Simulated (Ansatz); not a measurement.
# Li started on a Ga site and Li started on a Ga site in perovskite LaGaO3, 40 atoms, charge 0

How does the host give way around this defect, and what happens to the levels at the gap? The levels of theory are PBEsol, HSE06 and r²SCAN.

All numbers are computed with Ansatz 0.2.0 (PAW, plane waves).

## 1. The system as built

40 atoms (8 La, 2 Li, 6 Ga, 24 O); a = 7.729 Å, b = 7.729 Å, c = 7.729 Å, α = 90.00°, β = 90.00°, γ = 90.00°. All atoms were shaken off their sites by about 0.02 Å along each axis; atoms next to an added one may be pushed further to make room. Defect site 1: (0.250, 0.250, 0.250). Defect site 2: (0.250, 0.750, 0.750). Starting moments add up to 2 μB.

Steps to follow: (2) PBEsol relaxation at the single k point (¼, ¼, ¼), on 1 × NVIDIA GB200 with 8 threads of Arm Neoverse-V2; (3) HSE06 single point at the single k point (¼, ¼, ¼), on 1 × NVIDIA GB200 with 8 threads of Arm Neoverse-V2; (4) r²SCAN single point at the single k point (¼, ¼, ¼), on 1 × NVIDIA GB200 with 8 threads of Arm Neoverse-V2.

## 2. PBEsol relaxation in the fixed cell

in.yaml reads:

```yaml
crystal:
  lattice:
    - [7.729308, 0.000000, 0.000000]
    - [0.000000, 7.729308, 0.000000]
    - [0.000000, 0.000000, 7.729308]
  atoms:
    - { symbol: La, position: [0.000278, 0.001440, 0.002998] }
    - { symbol: La, position: [0.000726, 0.998466, 0.499796] }
    - { symbol: La, position: [0.002008, 0.498371, 0.000167] }
    - { symbol: La, position: [0.005006, 0.503038, 0.501659] }
    - { symbol: La, position: [0.498590, 0.001629, 0.997814] }
    - { symbol: La, position: [0.500415, 0.998821, 0.503337] }
    - { symbol: La, position: [0.500553, 0.499928, 0.998958] }
    - { symbol: La, position: [0.505740, 0.498112, 0.505186] }
    - { symbol: Li, position: [0.253599, 0.247344, 0.249129], spin: 0.143 }
    - { symbol: Li, position: [0.249997, 0.748252, 0.751308], spin: 0.143 }
    - { symbol: Ga, position: [0.251157, 0.252594, 0.749837] }
    - { symbol: Ga, position: [0.252280, 0.751097, 0.247801] }
    - { symbol: Ga, position: [0.749381, 0.249401, 0.249744] }
    - { symbol: Ga, position: [0.748906, 0.252321, 0.749766] }
    - { symbol: Ga, position: [0.748485, 0.748441, 0.247354] }
    - { symbol: Ga, position: [0.750068, 0.747862, 0.749025] }
    - { symbol: O, position: [0.256241, 0.250583, 0.996795], spin: 0.143 }
    - { symbol: O, position: [0.252437, 0.251960, 0.498005], spin: 0.143 }
    - { symbol: O, position: [0.252627, 0.749680, 0.995529], spin: 0.143 }
    - { symbol: O, position: [0.254238, 0.752232, 0.502043], spin: 0.143 }
    - { symbol: O, position: [0.757509, 0.247886, 0.995587] }
    - { symbol: O, position: [0.747037, 0.249508, 0.501311] }
    - { symbol: O, position: [0.750827, 0.749711, 0.999223] }
    - { symbol: O, position: [0.750201, 0.749106, 0.498918] }
    - { symbol: O, position: [0.999143, 0.253423, 0.254551], spin: 0.143 }
    - { symbol: O, position: [0.000351, 0.251723, 0.747418] }
    - { symbol: O, position: [0.002701, 0.749736, 0.253051] }
    - { symbol: O, position: [0.003485, 0.748996, 0.749195], spin: 0.143 }
    - { symbol: O, position: [0.503082, 0.246461, 0.250385], spin: 0.143 }
    - { symbol: O, position: [0.498063, 0.246759, 0.750028] }
    - { symbol: O, position: [0.497608, 0.750742, 0.246254] }
    - { symbol: O, position: [0.498545, 0.747353, 0.747575], spin: 0.143 }
    - { symbol: O, position: [0.251393, 0.000551, 0.244762], spin: 0.143 }
    - { symbol: O, position: [0.248949, 0.000827, 0.751457], spin: 0.143 }
    - { symbol: O, position: [0.249551, 0.498192, 0.250246], spin: 0.143 }
    - { symbol: O, position: [0.251265, 0.501277, 0.752660], spin: 0.143 }
    - { symbol: O, position: [0.751622, 0.000139, 0.251229] }
    - { symbol: O, position: [0.748676, 0.001369, 0.754966] }
    - { symbol: O, position: [0.750722, 0.500512, 0.248636] }
    - { symbol: O, position: [0.746262, 0.499640, 0.748317] }
  symmetry: { detect: false }
kpoints:
  mp_grid: { grid: [1, 1, 1], shift: [0.25, 0.25, 0.25] }
hamiltonian:
  xc: pbesol
magnetization:
  spin_polarized: true
  initial_magnetization: 2
  spin_locking: { lock_magnetization: hard }
scf:
  occupations: { method: fermi_dirac, width: 0.01 }
relax:
  f_tol: 0.03
  max_steps: 80
  escape_saddle: false
  adjacent_minimum: "off"
output:
  forces: true
  eigenvalues: true
  populations: true
```

The run is started by

```
> ansatz run in.yaml --threads 8 --pin off --max-ram 118750MiB --runs-dir r --events-out ev --progress --plain --backend cuda --devices 0, --max-vram 170GiB
```

After this run come: HSE06 single point; r²SCAN on the same atoms.

Before running it: what results should come out? Wanted: for each run, top filled to lowest empty; moment.

As calculated:

```
             level         time  top filled to lowest empty (eV)  moment (μB)
PBEsol, relaxation   14 s (GPU)                             0.10         2.00
             HSE06   20 s (GPU)                             0.62         2.00
            r²SCAN  7.4 s (GPU)                             none         2.00
```

```
            quantity                              value
          relaxation  12 recorded steps, 2.28 eV gained
       largest shift      0.44 Å (O30 and others alike)
largest local moment                      +0.23 μB on O
```

**In words.** Relaxation gains 2.28 eV, with shifts up to 0.44 Å (O30 and others alike). At the same k points, PBEsol gives a spacing 0.52 eV smaller than the 0.62 eV of HSE06. In a defect cell this spacing can involve defect levels, so it need not be the gap. Exact exchange costs time: HSE06 ran about 2.7 times as long as r²SCAN on the same kind of device.
